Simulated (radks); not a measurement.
# The Coulomb parameter U of the 3d shell of Ti

Aim: U as the second difference [E(n + 0.25) + E(n − 0.25) − 2E(n)]/0.25², with all orbitals relaxed. Bare: the atom's charge changes with n. Screened: the 4p shell takes up the change. The start is a model configuration, not necessarily the ground state.

Method: Dirac Kohn-Sham, PBE, spin-unpolarised, spherical densities, finite nucleus; open shells are shared between the two j in proportion to 2j + 1. Code: radks (a radial shooting solver on a logarithmic mesh, Libxc functionals) version 1.

### Step 1. The atom as given

| Property | Result |
| --- | --- |
| element | titanium (Z = 22) |
| charge | 0 |
| electrons | 22 |
| configuration | [Ar] 3d1 4s2 4p1 |
| nuclear rms radius | 3.5921 fm |

Outer shells as boxes (Hund's rule):

Ti
```
[Ar] core
3d [↑ ][  ][  ][  ][  ]
4s [↑↓]
4p [↑ ][  ][  ]
```

### Step 2. Start: [Ar] 3d1 4s2 4p1

Input:

```text
Z 22
configuration [Ar] 3d1 4s2 4p1
relativity Dirac
functional pbe,pbe
spin unpolarised
j_filling average
nucleus finite rms 3.5921 fm
c 137.035999084
```

### Step 3. Bare +0.25: [Ar] 3d1.25 4s2 4p1

Input: that of step 2 with these lines changed.

```diff
@@ -1,3 +1,3 @@
 Z 22
-configuration [Ar] 3d1 4s2 4p1
+configuration [Ar] 3d1.25 4s2 4p1
 relativity Dirac
```

### Step 4. Bare -0.25: [Ar] 3d0.75 4s2 4p1

Input: that of step 3 with these lines changed.

```diff
@@ -1,3 +1,3 @@
 Z 22
-configuration [Ar] 3d1.25 4s2 4p1
+configuration [Ar] 3d0.75 4s2 4p1
 relativity Dirac
```

### Step 5. Screened +0.25: [Ar] 3d1.25 4s2 4p0.75

Input: that of step 4 with these lines changed.

```diff
@@ -1,3 +1,3 @@
 Z 22
-configuration [Ar] 3d0.75 4s2 4p1
+configuration [Ar] 3d1.25 4s2 4p0.75
 relativity Dirac
```

### Step 6. Screened -0.25: [Ar] 3d0.75 4s2 4p1.25

Input: that of step 5 with these lines changed.

```diff
@@ -1,3 +1,3 @@
 Z 22
-configuration [Ar] 3d1.25 4s2 4p0.75
+configuration [Ar] 3d0.75 4s2 4p1.25
 relativity Dirac
```

Before running it: what results should come out?

**Answer**, as computed:

```
                  quantity  value (eV)
                   U, bare      11.289
         U, screened by 4p       4.531
F0(3d,3d), frozen orbitals      18.299
```

Relaxing the orbitals brings U down to 62 % of the Slater integral F0. Letting 4p compensate leaves 40 % of the bare value; this second difference measures U(3d,3d) + U(4p,4p) − 2U(3d,4p). The step up makes a negative ion, whose loosely bound charge lowers the bare value. A solid screens further than the bare atom, so the bare value is an upper guide for the U of a crystal.
